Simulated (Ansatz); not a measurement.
# C6H10BClO2: one species, many methods

One table from this session's results is given with a row withheld; the runs are named, their logs left out.

Program: Ansatz 0.2.0, Gaussian basis. Level of theory: functionals in def2-TZVPP, the program's frozen cores in correlated methods. These are calculated values, not measurements.

Levels to be run: LDA (SPW92), PBE-D4, revPBE-D4, BLYP-D4, r2SCAN-D4, B97M-V, PBE0-D4, B3LYP-D4, r2SCANh-D4, r2SCAN0-D4, HSE06-D4, BHLYP-D4, CAM-B3LYP-D4, LC-ωPBE, ωB97X-V, ωB97M-V, B2PLYP, PBE-QIDH; CCSD(T)/def2-SVP; CCSD(T)/def2-TZVPP; MP2/def2-QZVPP; extrapolation to the limit; RPA on PBE.

**Structure used throughout**

All runs share one geometry, relaxed beforehand with PBE0-D4 in a triple-zeta def2 set.

SMILES `CC1=CC(C)=[O+][B-](C)(Cl)O1`, 20 atoms, charge 0, spin multiplicity 1.

Atoms are counted from 1 here; the program's logs count them from 0.

Bond lengths: C1–C2 1.484 Å, C1–H11 1.094 Å, C1–H12 1.088 Å, C1–H13 1.092 Å, C2–C3 1.388 Å, C2–O10 1.280 Å, C3–C4 1.388 Å, C3–H14 1.079 Å, C4–C5 1.484 Å, C4–O6 1.280 Å, C5–H15 1.088 Å, C5–H16 1.094 Å, C5–H17 1.092 Å, O6–B7 1.509 Å, B7–C8 1.577 Å, B7–Cl9 1.871 Å, B7–O10 1.509 Å, C8–H18 1.092 Å and more. Angles: C2–C1–H11 108.4°, C2–C1–H12 112.1°, C2–C1–H13 109.6°, H11–C1–H12 109.4°, H11–C1–H13 107.1°, H12–C1–H13 110.1°, C1–C2–C3 122.7°, C1–C2–O10 115.5°, C3–C2–O10 121.8°, C2–C3–C4 118.3°, C2–C3–H14 120.6°, C4–C3–H14 120.6°, C3–C4–C5 122.7°, C3–C4–O6 121.8°, C5–C4–O6 115.5°, C4–C5–H15 112.1°, C4–C5–H16 108.4°, C4–C5–H17 109.5° and more.

Set-up of the first run:

Input file in.yaml:

```yaml
crystal:
  periodic: [false, false, false]
  atoms:
    - {symbol: C, position_ang: [1.378663, -2.149536, -1.236901]}
    - {symbol: C, position_ang: [0.651796, -0.998515, -0.647119]}
    - {symbol: C, position_ang: [-0.664400, -0.697406, -0.969336]}
    - {symbol: C, position_ang: [-1.317684, 0.275186, -0.224924]}
    - {symbol: C, position_ang: [-2.773100, 0.535713, -0.347131]}
    - {symbol: O, position_ang: [-0.701412, 0.989982, 0.640114]}
    - {symbol: B, position_ang: [0.806750, 1.033466, 0.671421]}
    - {symbol: C, position_ang: [1.337440, 1.375328, 2.116363]}
    - {symbol: Cl, position_ang: [1.322167, 2.264444, -0.639508]}
    - {symbol: O, position_ang: [1.310872, -0.311664, 0.208966]}
    - {symbol: H, position_ang: [2.194994, -1.763660, -1.854310]}
    - {symbol: H, position_ang: [0.729340, -2.775379, -1.845744]}
    - {symbol: H, position_ang: [1.831901, -2.742537, -0.440051]}
    - {symbol: H, position_ang: [-1.204813, -1.295258, -1.686648]}
    - {symbol: H, position_ang: [-3.266545, -0.190630, -0.989717]}
    - {symbol: H, position_ang: [-2.911628, 1.539335, -0.759450]}
    - {symbol: H, position_ang: [-3.229664, 0.530589, 0.644610]}
    - {symbol: H, position_ang: [2.429048, 1.409093, 2.132181]}
    - {symbol: H, position_ang: [1.012044, 0.629542, 2.849149]}
    - {symbol: H, position_ang: [0.972533, 2.351207, 2.444234]}
basis:
  gaussian: {orbitals: def2-TZVPP}
hamiltonian: {xc: lda}
output: {orbitals: {seedname: orbitals}}
```

Run with:

```bash
$ ansatz run in.yaml --threads 4 --pin off --events-out ev --progress --plain --max-ram 46080MiB --backend cuda --devices 0, --max-vram 37GiB
```

Steps of the session up to this table: LDA; PBE-D4 (GGA); revPBE-D4 (GGA); BLYP-D4 (GGA); r2SCAN-D4 (meta-GGA); B97M-V (meta-GGA); B3LYP-D4 (hybrid); r2SCANh-D4 (hybrid); r2SCAN0-D4 (hybrid); HSE06-D4 (hybrid); BHLYP-D4 (hybrid); CAM-B3LYP-D4 (range-separated); LC-ωPBE (range-separated); ωB97X-V (range-separated); ωB97M-V (range-separated); B2PLYP (double hybrid); PBE-QIDH (double hybrid).

One table of the session follows, with a row left open; its other results are not shown here.

It belongs to the step «Frontier levels by functional». 

| functional | HOMO (eV) | LUMO (eV) | gap (eV) |
| --- | --- | --- | --- |
| LDA (SPW92) | -6.30 | -3.31 | 2.98 |
| PBE-D4 | -6.16 | -3.08 | 3.07 |
| revPBE-D4 | -6.09 | -3.00 | 3.10 |
| BLYP-D4 | -6.01 | -2.96 | 3.05 |
| r2SCAN-D4 | -6.44 | -2.96 | 3.48 |
| B97M-V | -6.54 | -2.87 | 3.66 |
| PBE0-D4 | -7.42 | -2.23 | 5.19 |
| B3LYP-D4 | -7.19 | -2.44 | 4.75 |
| r2SCANh-D4 | -6.91 | -2.64 | 4.27 |
| r2SCAN0-D4 | -7.60 | -2.15 | 5.45 |
| HSE06-D4 | -7.02 | -2.60 | 4.41 |
| BHLYP-D4 | -8.52 | -1.19 | 7.33 |
| CAM-B3LYP-D4 | -8.74 | -1.14 | 7.60 |
| LC-ωPBE | -10.02 | -0.05 | 9.97 |
| ωB97X-V | -9.70 | -0.08 | 9.63 |
| ωB97M-V | ? | ? | ? |

**Question.** Estimate the row for ωB97M-V.

The run gave: HOMO (eV): -9.60; LUMO (eV): -0.13; gap (eV): 9.46. In the column «HOMO (eV)» it lies between ωB97X-V (-9.70) and CAM-B3LYP-D4 (-8.74).
